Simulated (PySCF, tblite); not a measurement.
# C14H10N2: excited states

Wanted: excited states for C14H10N2 (`C#Cc1ccc(/N=N/c2ccccc2)cc1`).

Programs: tblite 0.8.0 and PySCF 2.14.0, with routines of our own; each step states its level. All values are computed. Atoms count from 0.

## (1) The starting structure

26 atoms, charge 0, multiplicity 1; geometry from: force field or distance geometry start.

## (2) Geometry optimisation with GFN2-xTB

The job: settings as JSON, then the geometry in Å.

```
{"job": {"kind": "relax", "xc": "GFN2-xTB", "basis": "xTB"}, "charge": 0, "multiplicity": 1}
C      6.492900    -0.518100    -0.252900
C      5.290400    -0.348200    -0.303100
C      3.888000    -0.162800    -0.339200
C      3.320200     1.050500     0.088500
C      1.934800     1.228700     0.055300
C      1.090200     0.218900    -0.432900
N     -0.289900     0.455100    -0.498300
N     -0.903300    -0.370000     0.215800
C     -2.290000    -0.138200     0.159500
C     -2.989000     0.147700     1.346300
C     -4.368300     0.360100     1.326700
C     -5.073800     0.279900     0.129800
C     -4.402400    -0.010400    -1.046700
C     -3.012700    -0.225200    -1.042500
C      1.663300    -0.969700    -0.879200
C      3.048200    -1.169100    -0.821500
H      7.540100    -0.656300    -0.211900
H      3.955100     1.833600     0.477500
H      1.505200     2.172400     0.393200
H     -2.433000     0.208200     2.285700
H     -4.892000     0.593600     2.258300
H     -6.145500     0.451200     0.117900
H     -4.939000    -0.070400    -1.980300
H     -2.502800    -0.467400    -1.965000
H      1.027800    -1.761500    -1.266700
H      3.464500    -2.110300    -1.177000
```

On the command line:

```
> OMP_NUM_THREADS=2 python excited_run.py task.json out
```

The driver reads the jobs from task.json and runs them one after another.

The program printed:

```text
step      E/eV     max force
  0   -1109.16741    1.833
  1   -1109.25210    3.680
  2   -1109.32097    2.066
  3   -1109.36845    0.535
  4   -1109.37955    0.229
  5   -1109.38914    0.275
  6   -1109.39465    0.164
  7   -1109.39909    0.141
  8   -1109.40259    0.117
  9   -1109.40535    0.118
 10   -1109.40792    0.107
 11   -1109.41037    0.097
 12   -1109.41273    0.111
 13   -1109.41531    0.113
 14   -1109.41853    0.119
 15   -1109.42228    0.126
 16   -1109.42560    0.111
 17   -1109.42785    0.097
 18   -1109.42949    0.081
 19   -1109.43106    0.085
 20   -1109.43262    0.092
 21   -1109.43380    0.074
 22   -1109.43476    0.068
 23   -1109.43582    0.066
 24   -1109.43701    0.080
 25   -1109.43816    0.086
 26   -1109.43919    0.076
 27   -1109.44021    0.074
 28   -1109.44133    0.108
 29   -1109.44251    0.104
 30   -1109.44365    0.089
 31   -1109.44479    0.087
 32   -1109.44607    0.085
 33   -1109.44741    0.088
 34   -1109.44857    0.070
 35   -1109.44961    0.064
 36   -1109.45089    0.095
 37   -1109.45278    0.134
 38   -1109.45529    0.139
 39   -1109.45790    0.097
 40   -1109.46010    0.101
 41   -1109.46224    0.103
 42   -1109.46504    0.158
 43   -1109.46837    0.167
 44   -1109.47117    0.103
 45   -1109.47343    0.103
 46   -1109.47572    0.107
 47   -1109.47933    0.176
 48   -1109.48471    0.206
 49   -1109.48971    0.167
 50   -1109.49441    0.184
 51   -1109.49914    0.206
 52   -1109.50292    0.233
 53   -1109.50719    0.115
 54   -1109.51002    0.097
 55   -1109.51204    0.080
 56   -1109.51365    0.094
 57   -1109.51540    0.069
 58   -1109.51663    0.072
 59   -1109.51771    0.072
 60   -1109.51904    0.092
 61   -1109.52115    0.097
 62   -1109.52394    0.133
 63   -1109.52568    0.127
 64   -1109.52815    0.147
 65   -1109.52993    0.107
 66   -1109.53365    0.101
 67   -1109.53643    0.123
 68   -1109.54201    0.167
 69   -1109.54622    0.154
 70   -1109.54991    0.098
 71   -1109.55154    0.106
 72   -1109.55328    0.117
 73   -1109.55499    0.096
 74   -1109.55749    0.078
 75   -1109.55862    0.065
 76   -1109.55977    0.056
 77   -1109.56042    0.043
 78   -1109.56090    0.038
 79   -1109.56132    0.042
 80   -1109.56164    0.043
 81   -1109.56196    0.036
 82   -1109.56229    0.035
 83   -1109.56260    0.038
 84   -1109.56284    0.041
 85   -1109.56305    0.040
 86   -1109.56329    0.029
 87   -1109.56352    0.023
 88   -1109.56371    0.026
 89   -1109.56385    0.022
 90   -1109.56398    0.022
 91   -1109.56413    0.021
 92   -1109.56427    0.025
 93   -1109.56442    0.027
 94   -1109.56462    0.026
 95   -1109.56487    0.028
 96   -1109.56513    0.035
 97   -1109.56537    0.034
 98   -1109.56560    0.035
 99   -1109.56590    0.037
100   -1109.56624    0.032
101   -1109.56651    0.025
102   -1109.56666    0.025
103   -1109.56676    0.025
104   -1109.56688    0.023
105   -1109.56703    0.029
106   -1109.56721    0.041
107   -1109.56740    0.051
108   -1109.56760    0.033
109   -1109.56781    0.028
110   -1109.56800    0.028
111   -1109.56819    0.027
112   -1109.56842    0.034
113   -1109.56879    0.047
114   -1109.56932    0.056
115   -1109.56993    0.048
116   -1109.57047    0.056
117   -1109.57094    0.050
118   -1109.57139    0.064
119   -1109.57196    0.053
120   -1109.57264    0.046
121   -1109.57329    0.055
122   -1109.57371    0.043
123   -1109.57411    0.033
124   -1109.57436    0.031
125   -1109.57456    0.032
126   -1109.57470    0.023
127   -1109.57489    0.028
128   -1109.57509    0.030
129   -1109.57529    0.027
130   -1109.57544    0.024
131   -1109.57556    0.024
132   -1109.57567    0.020
133   -1109.57581    0.023
134   -1109.57595    0.025
135   -1109.57609    0.029
136   -1109.57621    0.025
137   -1109.57632    0.023
138   -1109.57642    0.024
139   -1109.57652    0.022
140   -1109.57665    0.025
141   -1109.57679    0.023
142   -1109.57693    0.024
143   -1109.57708    0.030
144   -1109.57725    0.031
145   -1109.57744    0.027
146   -1109.57766    0.026
147   -1109.57786    0.036
148   -1109.57804    0.040
149   -1109.57821    0.038
150   -1109.57838    0.030
151   -1109.57856    0.032
152   -1109.57871    0.032
153   -1109.57883    0.025
154   -1109.57892    0.026
155   -1109.57899    0.018
156   -1109.57904    0.014
157   -1109.57908    0.012
158   -1109.57912    0.011
159   -1109.57916    0.012
160   -1109.57921    0.013
161   -1109.57925    0.014
162   -1109.57928    0.011
163   -1109.57930    0.010
164   -1109.57932    0.010
165   -1109.57935    0.010
```

Wall time 1.5 s (2 threads of Arm Neoverse V2, shared host); peak memory 0.18 GiB.

The steps of the relaxation: (not every step is listed)

| step | energy from step 0 (eV) | largest force (eV/Å) |
| --- | --- | --- |
| 0 | 0.0000 | 1.8334 |
| 1 | -0.0847 | 3.6803 |
| 2 | -0.1536 | 2.0656 |
| 3 | -0.2010 | 0.5351 |
| 4 | -0.2121 | 0.2293 |
| 5 | -0.2217 | 0.2748 |
| 6 | -0.2272 | 0.1638 |
| 7 | -0.2317 | 0.1405 |
| 8 | -0.2352 | 0.1174 |
| 23 | -0.2684 | 0.0657 |
| 38 | -0.2879 | 0.1393 |
| 53 | -0.3398 | 0.1149 |
| 68 | -0.3746 | 0.1666 |
| 83 | -0.3952 | 0.0381 |
| 98 | -0.3982 | 0.0350 |
| 113 | -0.4014 | 0.0475 |
| 128 | -0.4077 | 0.0303 |
| 143 | -0.4097 | 0.0300 |
| 158 | -0.4117 | 0.0108 |
| 160 | -0.4118 | 0.0127 |
| 161 | -0.4118 | 0.0143 |
| 162 | -0.4119 | 0.0110 |
| 163 | -0.4119 | 0.0100 |
| 164 | -0.4119 | 0.0102 |
| 165 | -0.4119 | 0.0099 |

Distances of close pairs at the start and the end, largest changes first:

| bond | before (Å) | after (Å) | change (Å) |
| --- | --- | --- | --- |
| C5–N6 | 1.402 | 1.373 | -0.029 |
| N7–C8 | 1.407 | 1.379 | -0.028 |
| C12–C13 | 1.406 | 1.379 | -0.028 |
| C14–C15 | 1.400 | 1.375 | -0.025 |
| C3–C4 | 1.397 | 1.375 | -0.022 |
| C9–C10 | 1.396 | 1.379 | -0.016 |
| N6–N7 | 1.252 | 1.266 | +0.014 |
| C0–C1 | 1.215 | 1.201 | -0.014 |

The next job starts from the end point, and lists it.

## (3) Infrared spectrum with GFN2-xTB

The job: settings as JSON, then the geometry in Å.

```
{"job": {"kind": "ir", "xc": "GFN2-xTB", "basis": "xTB"}, "charge": 0, "multiplicity": 1}
C      6.463172    -0.599571    -0.560517
C      5.280164    -0.410903    -0.470594
C      3.889079    -0.185342    -0.369475
C      3.370939     1.098679    -0.570255
C      2.015473     1.316253    -0.497323
C      1.145546     0.260427    -0.191640
N     -0.199263     0.533361    -0.223168
N     -0.978380    -0.211840     0.441016
C     -2.331549    -0.017430     0.258633
C     -3.184835    -0.450929     1.278712
C     -4.551140    -0.330459     1.131389
C     -5.084433     0.195660    -0.036560
C     -4.244638     0.607836    -1.061317
C     -2.877019     0.507913    -0.919832
C      1.669079    -1.024848     0.016250
C      3.023007    -1.244516    -0.079664
H      7.496383    -0.763685    -0.639692
H      4.046647     1.911672    -0.792628
H      1.600024     2.300358    -0.652579
H     -2.752776    -0.853153     2.182152
H     -5.208838    -0.653890     1.924957
H     -6.155082     0.279560    -0.150309
H     -4.662343     1.010177    -1.972848
H     -2.204320     0.812884    -1.707859
H      0.983580    -1.831624     0.230340
H      3.430477    -2.233979     0.070265
```

The program printed:

```text
mode    cm-1     km/mol
  1      24.9      0.13
  2      38.6      0.23
  3      47.7      0.48
  4      92.0      1.82
  5     117.9      1.97
  6     144.3     16.13
  7     173.4      2.17
  8     220.0     44.09
  9     253.8      0.57
 10     309.4      1.98
 11     365.4      1.02
 12     367.4      7.91
 13     378.3     16.60
 14     440.6      2.74
 15     447.7      3.62
 16     457.9      4.95
 17     505.4      6.17
 18     519.8      3.54
 19     584.4      0.23
 20     592.9      3.42
 21     606.2      2.43
 22     633.3      7.82
 23     656.9      4.29
 24     672.2     16.48
 25     694.0      5.76
 26     738.7     11.73
 27     760.9     24.57
 28     816.3     38.38
 29     854.1      2.40
 30     860.2      6.42
 31     864.7      6.16
 32     894.9      0.31
 33     908.2      3.71
 34     913.5      0.52
 35     921.2      1.26
 36     924.9      0.25
 37     929.2      0.20
 38     990.4      1.31
 39    1009.9      0.53
 40    1071.8      0.18
 41    1109.0      0.69
 42    1119.7      0.79
 43    1157.5      0.31
 44    1171.1      9.16
 45    1179.6      0.05
 46    1206.5      0.37
 47    1234.9      0.78
 48    1255.9      0.59
 49    1269.4      1.73
 50    1282.2     16.43
 51    1318.7      1.17
 52    1326.8      0.81
 53    1407.0      0.40
 54    1429.7      2.33
 55    1445.1      0.37
 56    1459.2      2.91
 57    1504.2     21.80
 58    1531.5      2.79
 59    1565.2      0.20
 60    1581.0     13.09
 61    1593.8      1.00
 62    2248.0      4.13
 63    3074.1      9.78
 64    3078.5     23.35
 65    3079.3     19.75
 66    3083.9     23.12
 67    3089.9     66.63
 68    3093.9     28.84
 69    3094.7     37.30
 70    3098.2     25.04
 71    3100.2     28.97
 72    3394.2      7.96
```

Run time: 1.2 s. Hardware: 2 threads of Arm Neoverse V2, shared host; peak memory 0.18 GiB.

The strongest bands and the atoms that carry them (share of the mass-weighted mode):

| cm⁻¹ | km/mol | atoms |
| --- | --- | --- |
| 220 | 44.1 | N7 29 %, N6 16 % |
| 761 | 24.6 | H21 16 %, C8 15 %, H20 11 %, H22 11 % |
| 816 | 38.4 | H24 15 %, H25 15 %, H18 14 %, H17 13 % |
| 3090 | 66.6 | H21 47 %, H23 25 %, H20 12 % |
| 3094 | 28.8 | H24 76 %, H25 14 % |
| 3095 | 37.3 | H23 58 %, H22 14 %, H21 12 % |
| 3098 | 25.0 | H18 75 %, H17 16 % |
| 3100 | 29.0 | H19 74 %, H20 11 % |

## (4) Excited states: TDA PBE0/def2-SVPD

Settings changed since step 3:

```diff
@@ -1,2 +1,2 @@
-{"job": {"kind": "ir", "xc": "GFN2-xTB", "basis": "xTB"}, "charge": 0, "multiplicity": 1}
+{"job": {"kind": "states", "xc": "PBE0", "basis": "def2-SVPD", "tda": true, "soc": true, "nstates": 5, "ntriplets": 4, "nquad": 4}, "charge": 0, "multiplicity": 1}
 C      6.463172    -0.599571    -0.560517
```

Level: TDA PBE0/def2-SVPD excited states, vertical, gas phase, spin-orbit mean-field couplings.

The program printed:

```text
coarse grid: 23528 points
cycle   1  E = -647.5372918832  dE =  3.049e+00  |g| = 4.885e-01  |ddm| = 3.536e+01
cycle   2  E = -647.5143208713  dE =  2.297e-02  |g| = 5.696e-01  |ddm| = 8.543e+00
cycle   3  E = -647.5939283235  dE = -7.961e-02  |g| = 1.706e-01  |ddm| = 3.691e+00
cycle   4  E = -647.6019806354  dE = -8.052e-03  |g| = 5.223e-02  |ddm| = 1.205e+00
cycle   5  E = -647.6026025450  dE = -6.219e-04  |g| = 2.537e-02  |ddm| = 4.518e-01
cycle   6  E = -647.6027611610  dE = -1.586e-04  |g| = 7.759e-03  |ddm| = 9.998e-02
cycle   7  E = -647.6027733429  dE = -1.218e-05  |g| = 3.522e-03  |ddm| = 3.331e-02
cycle   8  E = -647.6027766206  dE = -3.278e-06  |g| = 4.352e-04  |ddm| = 1.425e-02
final grid: 232616 points
cycle   9  E = -647.6943579184  dE = -5.824e-05  |g| = 8.043e-03  |ddm| = 4.673e-01
cycle  10  E = -647.6943591299  dE = -1.211e-06  |g| = 7.930e-03  |ddm| = 1.500e-01
cycle  11  E = -647.6943758448  dE = -1.671e-05  |g| = 1.564e-03  |ddm| = 7.224e-02
cycle  12  E = -647.6943764203  dE = -5.755e-07  |g| = 5.354e-04  |ddm| = 7.892e-03
cycle  13  E = -647.6943764917  dE = -7.142e-08  |g| = 1.423e-04  |ddm| = 2.909e-03
cycle  14  E = -647.6943764967  dE = -5.050e-09  |g| = 5.034e-05  |ddm| = 7.238e-04
cycle  15  E = -647.6943764973  dE = -5.741e-10  |g| = 1.973e-05  |ddm| = 2.723e-04
converged SCF energy = -647.6943764973

Singlet excitations
state   eV       nm        f     d(h-e)  d(exc)  Lambda  PR(NTO)  |dmu|/D   mu/D   main configurations
  1   2.3789   521.2   0.09372   0.190   3.270   0.733   1.006    0.550    1.270   H->L 0.64, H-1->L 0.33
  2   3.8045   325.9   1.27247   1.588   5.058   0.713   1.056    3.415    2.737   H-1->L 0.64, H->L 0.32
  3   4.1427   299.3   0.01951   2.792   4.821   0.622   1.189    8.387    9.119   H-2->L 0.64, H-3->L 0.26
  4   4.2432   292.2   0.02974   1.813   4.233   0.469   1.407    5.201    4.504   H-4->L 0.82, H->L+2 0.12
  5   4.4181   280.6   0.09304   1.142   5.589   0.643   1.541                     H-3->L 0.54, H-2->L 0.21, H->L+1 0.18

Triplet excitations (Tamm-Dancoff)
state   eV     d(h-e)  d(exc)  Lambda  PR(NTO)   main configurations
  1   1.5454   0.062   3.195   0.736   1.024   H->L 0.74, H-1->L 0.18
  2   2.4327   0.395   4.048   0.704   1.137   H-1->L 0.68, H->L 0.19
  3   3.2669   0.170   3.861   0.640   1.485   H-2->L 0.45, H-3->L 0.32, H->L+1 0.10
  4   3.6516   2.520   4.364   0.629   1.058   H-3->L 0.51, H-2->L 0.40
S1 - T1 = 0.8335 eV

Spin-orbit couplings |<S|Hso|T>| (cm-1)
             T1       T2       T3       T4
S0       34.532   14.313    0.185    1.281
S1        0.509    1.548    6.002    0.153
S2        2.942    0.517    1.360    0.117
S3        2.440    0.465    0.354    0.724
S4        1.077    0.261    0.196    0.067
S5        8.470    1.584    0.471    0.170
T1 sublevels (cm-1): 0.000 0.000 0.096   radiative rates (1/s): 0.586 0.00439 1.66
```

Wall time 2.7 min (2 threads of Arm Neoverse V2, shared host); peak memory 2.2 GiB.

Key values:

| quantity | value |
| --- | --- |
| S1 less T1 | 0.83 eV |

## (5) What came out

| quantity | value |
| --- | --- |
| strongest single infrared mode (GFN2-xTB) | 3090 cm⁻¹, 67 km/mol |
| zero-point energy (GFN2-xTB) | 120.6 kcal/mol |
| S1 less T1 (step 4, TDA PBE0/def2-SVPD) | 0.83 eV |

**Reading.** No mode is imaginary among the 72: a minimum at this level. The strongest single mode, at 3090 cm⁻¹, moves mainly H21 and H23. Unscaled tight-binding wavenumbers are off by several per cent, some by more. Its intensities can rank the bands wrongly. In step 4, the number of triplets below S1 is 1, and the largest singlet-triplet spin-orbit coupling is S0–T1, 34.53 cm⁻¹.
